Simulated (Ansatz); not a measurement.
**[GeH5]-: one molecule under many settings**

How do the results and run time of [GeH5]- respond when the settings are drawn wide?

Computed with Ansatz 0.2.0, Gaussian basis. Level: the settings change from run to run.

### Step 1. The geometry

The geometry comes from an earlier relaxation with PBE0-D4 in a triple-zeta def2 set; it is a stationary point.

6 atoms, charge -1, spin multiplicity 1.

Atoms are counted from 1 here; the program's logs count them from 0.

Bond lengths: Ge1–H2 1.727 Å, Ge1–H3 1.727 Å, Ge1–H4 1.584 Å, Ge1–H5 1.584 Å, Ge1–H6 1.584 Å. Angles: H2–Ge1–H3 180.0°, H2–Ge1–H4 90.0°, H2–Ge1–H5 90.0°, H2–Ge1–H6 90.0°, H3–Ge1–H4 90.0°, H3–Ge1–H5 90.0°, H3–Ge1–H6 90.0°, H4–Ge1–H5 120.0°, H4–Ge1–H6 120.0°, H5–Ge1–H6 120.0°.

### Step 2. PBEsol/def2-SVP

Set apart from the defaults: multiplicity 3.

The input, in.yaml:

```yaml
crystal:
  periodic: [false, false, false]
  atoms:
    - {symbol: Ge, position_ang: [-0.000019, -0.000023, -0.000082]}
    - {symbol: H, position_ang: [-0.020700, -0.008181, 1.726615]}
    - {symbol: H, position_ang: [0.020675, 0.008784, -1.726698]}
    - {symbol: H, position_ang: [1.583489, 0.011943, 0.018767]}
    - {symbol: H, position_ang: [-0.802660, 1.365267, -0.002257]}
    - {symbol: H, position_ang: [-0.780775, -1.377799, -0.016344]}
basis:
  gaussian: {orbitals: def2-SVP}
total_charge: -1
magnetization: {spin_polarized: true, initial_magnetization: 2}
hamiltonian: {xc: {name: PBEsol}}
scf: {omitted_lower_state_checks: [starts]}
output: {forces: true}
```

Command:

```console
ansatz run in.yaml --threads 4 --pin off --events-out ev --progress --plain --max-ram 3916MiB
```

Standard output:

```text
Functional definition: PBEsol
  name "PBEsol"
  cite "Perdew et al., Phys. Rev. Lett. 100, 136406 (2008) doi:10.1103/PhysRevLett.100.136406"
  cite "Perdew, Burke & Ernzerhof, Phys. Rev. Lett. 77, 3865 (1996) doi:10.1103/PhysRevLett.77.3865"
  parent pbesol
  exchange = pbesol_x
  correlation = pbesol_c
these checks for a lower state are left out or cut short: starts
641 factors; their error is unknown
mean field evaluation 1: about -56534.9468 eV, gradient 2.1e1 eV
mean field evaluation 2: about -56534.6047 eV, gradient 2.6e1 eV
mean field evaluation 4: about -56535.8961 eV, gradient 2.5e-1 eV
mean field evaluation 8: about -56535.8623 eV, gradient 2.1e-2 eV
mean field -56535.86228199 eV, -2077.6546174795 hartree, gradient 1.4e-5 eV, S^2 2.007839; 0 other end points of the search recorded, 0 dependent functions left out
the calculation of the forces begins
reference -56535.86231579 eV, -2077.6546187214 hartree; 20, 18 occupied and 37, 39 virtual orbitals, 641 factors
Total energy: -56535.86231579 eV, -2077.6546187214 hartree
Atom 0 at    -0.000019    -0.000023    -0.000082 Å, force     0.000209    -0.001711    -0.000190 eV/Å
Atom 1 at    -0.020700    -0.008181     1.726615 Å, force    -0.007964    -0.003507     0.677549 eV/Å
Atom 2 at     0.020675     0.008784    -1.726698 Å, force     0.008141     0.003359    -0.677752 eV/Å
Atom 3 at     1.583489     0.011943     0.018767 Å, force     2.193722     0.015077     0.026139 eV/Å
Atom 4 at    -0.802660     1.365267    -0.002257 Å, force    -1.114270     1.895260    -0.003262 eV/Å
Atom 5 at    -0.780775    -1.377799    -0.016344 Å, force    -1.079837    -1.908478    -0.022485 eV/Å
Dipole moment:     0.000139    -0.000227    -0.000037 e Å
Checks for a lower state left out: starts
```

Run time: 0.55 s. Hardware: 4 threads of Arm Neoverse V1, shared host.

Largest force 2.199 eV/Å, ⟨S²⟩ 2.008.

### Step 3. wB97X/cc-pVTZ

Options: a point charge of 2.00 e beside it.

Edit in.yaml of step 2 so:

```diff
@@ -10,7 +10,5 @@
 basis:
-  gaussian: {orbitals: def2-SVP}
+  gaussian: {orbitals: cc-pVTZ, point_charges: [{charge: 2.00, position_ang: [4.556, 0.342, 0.091]}]}
 total_charge: -1
-magnetization: {spin_polarized: true, initial_magnetization: 2}
-hamiltonian: {xc: {name: PBEsol}}
-scf: {omitted_lower_state_checks: [starts]}
+hamiltonian: {xc: {name: wB97X}}
 output: {forces: true}
```

Same command.

Standard output (excerpt; [...] marks lines left out):

```text
Functional definition: wB97X
  name "wB97X"
  cite "Chai & Head-Gordon, J. Chem. Phys. 128, 084106 (2008) doi:10.1063/1.2834918"
  cite "Becke, J. Chem. Phys. 107, 8554 (1997) doi:10.1063/1.475007"
[...]
  # The coefficients of nought are those of the uniform gas.
[...]
      + exact_x_lr(omega)
[...]
      + integral(e_c_pw_opposite_spin*poly(b97_u_opposite, 1, cos1, cos2, cos3, cos4))
707 factors; their error is unknown
176 factors; integrals over basis functions are off by at most 8.1e-6 eV
[...]
mean field -56607.40708654 eV, -2080.2838405516 hartree, gradient 2.0e-5 eV, S^2 0.000000; 0 other end points of the search recorded, 0 dependent functions left out
[...]
reference -56607.40705498 eV, -2080.2838393919 hartree; 19, 19 occupied and 94, 94 virtual orbitals, 707 factors
Total energy: -56607.40705498 eV, -2080.2838393919 hartree
Atom 0 at    -0.000019    -0.000023    -0.000082 Å, force    -2.893139    -0.098346    -0.048368 eV/Å
Atom 1 at    -0.020700    -0.008181     1.726615 Å, force     0.752167     0.021928    -0.713089 eV/Å
Atom 2 at     0.020675     0.008784    -1.726698 Å, force     0.732673     0.016244     0.742818 eV/Å
Atom 3 at     1.583489     0.011943     0.018767 Å, force     3.769534     0.316450     0.075537 eV/Å
Atom 4 at    -0.802660     1.365267    -0.002257 Å, force     0.182956    -0.272914     0.000825 eV/Å
Atom 5 at    -0.780775    -1.377799    -0.016344 Å, force     0.192592     0.318922     0.006392 eV/Å
Dipole moment:    -0.938108    -0.039457    -0.017540 e Å
```

Wall time 2.1 s (4 threads of Arm Neoverse V1, shared host).

Largest force 3.784 eV/Å.

### Step 4. wB97X/cc-pVDZ

Set apart from the defaults: charge 0, multiplicity 2.

Edit in.yaml of step 3 so:

```diff
@@ -10,5 +10,5 @@
 basis:
-  gaussian: {orbitals: cc-pVTZ, point_charges: [{charge: 2.00, position_ang: [4.556, 0.342, 0.091]}]}
-total_charge: -1
+  gaussian: {orbitals: cc-pVDZ}
+magnetization: {spin_polarized: true, initial_magnetization: 1}
 hamiltonian: {xc: {name: wB97X}}
-output: {forces: true}
+scf: {omitted_lower_state_checks: [starts]}
```

The command is unchanged.

Standard output (excerpt; [...] marks lines left out):

```text
Functional definition: wB97X
  name "wB97X"
  cite "Chai & Head-Gordon, J. Chem. Phys. 128, 084106 (2008) doi:10.1063/1.2834918"
  cite "Becke, J. Chem. Phys. 107, 8554 (1997) doi:10.1063/1.475007"
[...]
  # The coefficients of nought are those of the uniform gas.
[...]
      + exact_x_lr(omega)
[...]
      + integral(e_c_pw_opposite_spin*poly(b97_u_opposite, 1, cos1, cos2, cos3, cos4))
[...]
539 factors; integrals over basis functions are off by at most 1.0e-3 eV
182 factors; integrals over basis functions are off by at most 5.8e-6 eV
[...]
mean field -56596.15827835 eV, -2079.8704544756 hartree, gradient 4.3e-5 eV, S^2 0.769028; 0 other end points of the search recorded, 0 dependent functions left out
reference -56596.15825417 eV, -2079.8704535867 hartree; 19, 18 occupied and 33, 34 virtual orbitals, 539 factors
Total energy: -56596.15825417 eV, -2079.8704535867 hartree
Checks for a lower state left out: starts
```

Run time: 1.6 s. Hardware: 4 threads of Arm Neoverse V1, shared host.

⟨S²⟩ 0.769.

### Step 5. r2SCAN/STO-3G

This run has charge -2, multiplicity 2.

Edit in.yaml of step 4 so:

```diff
@@ -10,5 +10,6 @@
 basis:
-  gaussian: {orbitals: cc-pVDZ}
+  gaussian: {orbitals: STO-3G}
+total_charge: -2
 magnetization: {spin_polarized: true, initial_magnetization: 1}
-hamiltonian: {xc: {name: wB97X}}
+hamiltonian: {xc: {name: r2SCAN}}
 scf: {omitted_lower_state_checks: [starts]}
```

Same command.

Standard output (excerpt; [...] marks lines left out):

```text
Functional definition: r2SCAN
  name "r2SCAN"
  cite "Furness, Kaplan, Ning, Perdew & Sun, J. Phys. Chem. Lett. 11, 8208 (2020) doi:10.1021/acs.jpclett.0c02405"
  cite "Furness, Kaplan, Ning, Perdew & Sun, J. Phys. Chem. Lett. 11, 9248 (2020) doi:10.1021/acs.jpclett.0c03077"
  parent r2scan
[...]
248 factors; integrals over basis functions are off by at most 1.5e-5 eV
[...]
mean field -55924.30616221 eV, -2055.1803446052 hartree, gradient 4.0e-6 eV, S^2 0.752608; 0 other end points of the search recorded, 0 dependent functions left out
reference -55924.30616852 eV, -2055.1803448368 hartree; 20, 19 occupied and 3, 4 virtual orbitals, 248 factors
Total energy: -55924.30616852 eV, -2055.1803448368 hartree
Checks for a lower state left out: starts
```

It took 0.85 s on 4 threads of Arm Neoverse V1, shared host.

⟨S²⟩ 0.753.

### Step 6. The runs in one table

```tsv
level	charge	multiplicity	geometry	functions	energy (eV)	time
PBEsol/def2-SVP	-1	3	relaxed	57	-56535.862	0.55 s
wB97X/cc-pVTZ	-1	1	relaxed, point charge	113	-56607.407	2.1 s
wB97X/cc-pVDZ	0	2	relaxed	52	-56596.158	1.6 s
r2SCAN/STO-3G	-2	2	relaxed	23	-55924.306	0.85 s
```

### Step 7. Outcome

| quantity | value |
| --- | --- |
| runs | 4 |
| quickest | PBEsol/def2-SVP, 0.55 s |
| slowest | wB97X/cc-pVTZ, 2.1 s |

The runs differ in state or geometry as well as level, so their energies can't be set against each other. wB97X/cc-pVTZ took 4 times as long as PBEsol/def2-SVP. The jobs differ in tasks and options as well as level.

A small anion of this charge may not be bound in the gas phase; the finite basis can hold electrons that would leave.
